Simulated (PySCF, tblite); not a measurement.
# C₅H₇BrCl₂Si: geometry, infrared bands and NMR shifts

What infrared bands and NMR shifts should C₅H₇BrCl₂Si (`CC#C[Si@H](CBr)C(Cl)Cl`) show?

Computed with tblite 0.8.0 and PySCF 2.14.0, with density-fitted response routines of our own, on a single molecule in the gas phase. Atoms count from 0, in the outputs and in this text.

**1. Starting geometry**

16 atoms, charge 0, multiplicity 1; geometry from: force field or distance geometry start.

Bonds of the start (Å): C0–C1 1.48, C1–C2 1.19, C2–Si3 1.84, Si3–C4 1.88, C4–Br5 1.94, Si3–C6 1.86, C6–Cl7 1.80, C6–Cl8 1.78, C0–H9 1.11, C0–H10 1.11, C0–H11 1.11, Si3–H12 1.47, C4–H13 1.09, C4–H14 1.11, C6–H15 1.09.

**2. Geometry optimisation with GFN2-xTB**

What the job is given:

```
{"job": {"kind": "relax", "xc": "GFN2-xTB", "basis": "xTB"}, "charge": 0, "multiplicity": 1}
C      3.464200    -0.695300     0.172100
C      2.018500    -0.413400     0.012000
C      0.859100    -0.201000    -0.115000
Si    -0.928200     0.150500    -0.351500
C     -1.284600     1.841400     0.384300
Br    -3.200600     2.147600     0.446400
C     -2.005400    -1.133400     0.463300
Cl    -2.358100    -0.658500     2.158800
Cl    -3.559400    -1.243400    -0.392400
H      3.685600    -1.732700    -0.164700
H      4.074000     0.055600    -0.362400
H      3.673000    -0.675200     1.265100
H     -1.142900     0.189100    -1.808300
H     -0.910000     1.867200     1.406900
H     -0.841400     2.631400    -0.263600
H     -1.551500    -2.121000     0.405000
```

The run is started by

```console
$ OMP_NUM_THREADS=1 python probes_run.py task.json out
```

The driver reads the jobs from task.json and runs them one after another.

**Question.** This job is followed by: GFN2-xTB harmonic vibrations, gas phase; GIAO PBE0/pcSseg-1 NMR shielding, non-relativistic, gas phase. Predict these results of the whole session: strongest single infrared mode (GFN2-xTB); zero-point energy (GFN2-xTB); ¹³C shifts against TMS (PBE0/pcSseg-1); ¹H shifts against TMS (PBE0/pcSseg-1, means over atoms taken as alike); ²⁹Si shifts against TMS (PBE0/pcSseg-1); ⁷⁹Br shifts against HBr (PBE0/pcSseg-1); ³⁵Cl shifts against HCl (PBE0/pcSseg-1); surface potential, 1st and 99th percentile.

As calculated:

| quantity | value |
| --- | --- |
| strongest single infrared mode (GFN2-xTB) | 2310 cm⁻¹, 358 km/mol |
| zero-point energy (GFN2-xTB) | 63.0 kcal/mol |
| ¹³C shifts against TMS (PBE0/pcSseg-1) | 117.2, 80.3, 72.1, 20.8, 5.8 ppm |
| ¹H shifts against TMS (PBE0/pcSseg-1, means over atoms taken as alike) | 5.47, 4.49, 3.13, 2.99, 2.15 ppm |
| ²⁹Si shifts against TMS (PBE0/pcSseg-1) | -42.1 ppm |
| ⁷⁹Br shifts against HBr (PBE0/pcSseg-1) | 123 ppm |
| ³⁵Cl shifts against HCl (PBE0/pcSseg-1) | 208, 204 ppm |
| surface potential, 1st and 99th percentile | -0.78 V and 1.31 V |

In words: The optimisation took 197 steps and gained 0.422 eV; among the close pairs (by a distance rule), Si3–C6 changed most, from 1.864 to 1.925 Å. The lowest mode is slightly imaginary (5i cm⁻¹), a soft motion within the noise of the Hessian, so the minimum is not strictly shown. The strongest single mode, at 2310 cm⁻¹, moves mainly C1 and C2. Unscaled tight-binding wavenumbers are off by several per cent, some by more. Its intensities can rank the bands wrongly. C4, C6 stand next to heavy halogen, whose spin-orbit shielding this run leaves out, so the computed shift lies too far downfield, most of all for carbon beside Br or I. H15 (hydrogen on an sp3 CH bonded to 2 Cl and Si) lies farthest downfield among hydrogen, at 5.47 ppm; its carbon carries Cl, hence the downfield position. At PBE0/pcSseg-1: The widest tensor belongs to Br5: span 912 ppm, with a paramagnetic part of -623 ppm. At PBE0/pcSseg-1, counted by nearest atom on the grid, the HOMO lies on Br5 59 %; C4 8 %, the LUMO on C1, C6 about 15 % each; Cl8 15 %. Spin-orbit coupling is left out, which matters for shieldings and couplings at and beside the heavy atoms.
